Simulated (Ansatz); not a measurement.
# CH₃Cl₂FOSW: up Jacob's ladder to CCSD(T)

One table from this session's results is given with a row withheld; the runs are named, their logs left out.

Computed with Ansatz 0.2.0, Gaussian basis. Level: functionals in def2-TZVPP, the program's frozen cores in correlated methods.

The runs, in order: LDA (SPW92), PBE-D4, revPBE-D4, BLYP-D4, r2SCAN-D4, B97M-V, PBE0-D4, B3LYP-D4, r2SCANh-D4, r2SCAN0-D4, HSE06-D4, BHLYP-D4, CAM-B3LYP-D4, LC-ωPBE, ωB97X-V, ωB97M-V, B2PLYP, PBE-QIDH; CCSD(T)/def2-SVP; CCSD(T)/def2-TZVPP; MP2/def2-QZVPP; extrapolation to the limit; RPA on PBE.

## Structure used throughout

An earlier PBE0-D4 in a triple-zeta def2 set relaxation fixed the geometry. W takes the def2 core potential; no spin-orbit term is included.

SMILES `C[O][W]([F])(=[S])([Cl])[Cl]`, 10 atoms, charge 0, spin multiplicity 1.

Atoms are counted from 1 here; the program's logs count them from 0.

Bond lengths: C1–O2 1.398 Å, C1–H8 1.093 Å, C1–H9 1.095 Å, C1–H10 1.091 Å, O2–W3 1.839 Å, W3–F4 1.867 Å, W3–S5 2.099 Å, W3–Cl6 2.292 Å, W3–Cl7 2.312 Å. Angles: O2–C1–H8 110.2°, O2–C1–H9 108.8°, O2–C1–H10 108.6°, H8–C1–H9 109.6°, H8–C1–H10 109.7°, H9–C1–H10 109.8°, C1–O2–W3 144.1°, O2–W3–F4 88.2°, O2–W3–S5 104.6°, O2–W3–Cl6 151.3°, O2–W3–Cl7 85.3°, F4–W3–S5 106.8°, F4–W3–Cl6 84.8°, F4–W3–Cl7 147.4°, S5–W3–Cl6 104.0°, S5–W3–Cl7 105.8°, Cl6–W3–Cl7 85.8°.

Coordinates:

```
C     0.4502   -1.7218   -0.1960
O    -0.0376   -0.4698   -0.5825
W    -0.4086    1.2316    0.0077
F    -2.2098    0.7477    0.0830
S    -0.1768    2.4438   -1.6903
Cl   -0.9525    2.7080    1.6743
Cl    1.6755    1.1382    1.0032
H    -0.2943   -2.2479    0.4068
H     1.3647   -1.5795    0.3902
H     0.6721   -2.3015   -1.0934
```

The first run:

in.yaml reads:

```yaml
crystal:
  periodic: [false, false, false]
  atoms:
    - {symbol: C, position_ang: [0.450244, -1.721752, -0.196019]}
    - {symbol: O, position_ang: [-0.037555, -0.469836, -0.582508]}
    - {symbol: W, position_ang: [-0.408558, 1.231581, 0.007714]}
    - {symbol: F, position_ang: [-2.209776, 0.747663, 0.082989]}
    - {symbol: S, position_ang: [-0.176824, 2.443828, -1.690275]}
    - {symbol: Cl, position_ang: [-0.952475, 2.708009, 1.674337]}
    - {symbol: Cl, position_ang: [1.675522, 1.138159, 1.003228]}
    - {symbol: H, position_ang: [-0.294287, -2.247936, 0.406818]}
    - {symbol: H, position_ang: [1.364674, -1.579453, 0.390182]}
    - {symbol: H, position_ang: [0.672136, -2.301462, -1.093366]}
basis:
  gaussian: {orbitals: def2-TZVPP}
hamiltonian: {xc: lda}
output: {orbitals: {seedname: orbitals}}
```

The run is started by

```
> ansatz run in.yaml --threads 2 --pin off --events-out ev --progress --plain --max-ram 32768MiB --backend cuda --devices 0, --max-vram 18GiB
```

Among the steps run: LDA; PBE-D4 (GGA); revPBE-D4 (GGA); BLYP-D4 (GGA); r2SCAN-D4 (meta-GGA); B97M-V (meta-GGA); B3LYP-D4 (hybrid); r2SCANh-D4 (hybrid); r2SCAN0-D4 (hybrid); HSE06-D4 (hybrid); BHLYP-D4 (hybrid); CAM-B3LYP-D4 (range-separated); LC-ωPBE (range-separated); ωB97X-V (range-separated); ωB97M-V (range-separated); B2PLYP (double hybrid); PBE-QIDH (double hybrid).

One of the session's tables, all rows but one given; the rest of the session is left out.

It belongs to the step «Frontier levels by functional». 

| functional | HOMO (eV) | LUMO (eV) | gap (eV) |
| --- | --- | --- | --- |
| LDA (SPW92) | -7.19 | -4.31 | 2.88 |
| PBE-D4 | -7.04 | -4.10 | 2.94 |
| revPBE-D4 | -6.98 | -4.02 | 2.96 |
| BLYP-D4 | -6.86 | -3.96 | 2.91 |
| r2SCAN-D4 | -7.37 | -4.11 | 3.26 |
| B97M-V | -7.44 | -4.10 | 3.35 |
| PBE0-D4 | -8.31 | -3.43 | 4.88 |
| B3LYP-D4 | ? | ? | ? |
| r2SCANh-D4 | -7.83 | -3.84 | 4.00 |
| r2SCAN0-D4 | -8.53 | -3.41 | 5.11 |
| HSE06-D4 | -7.91 | -3.80 | 4.11 |
| BHLYP-D4 | -9.41 | -2.53 | 6.88 |
| CAM-B3LYP-D4 | -9.57 | -2.36 | 7.21 |
| LC-ωPBE | -10.89 | -1.29 | 9.61 |
| ωB97X-V | -10.56 | -1.34 | 9.21 |
| ωB97M-V | -10.40 | -1.34 | 9.07 |

Q: Estimate the row for B3LYP-D4 from the others.

Worked estimate for «HOMO (eV)». Against the share of exact exchange, BLYP-D4 (0, -6.86), BHLYP-D4 (0.5, -9.41) give a slope of -5.10 per unit share; at 0.2 the line stands at -7.88.

As computed: HOMO (eV): -8.05; LUMO (eV): -3.60; gap (eV): 4.45. In «HOMO (eV)» the line misses by +0.17.
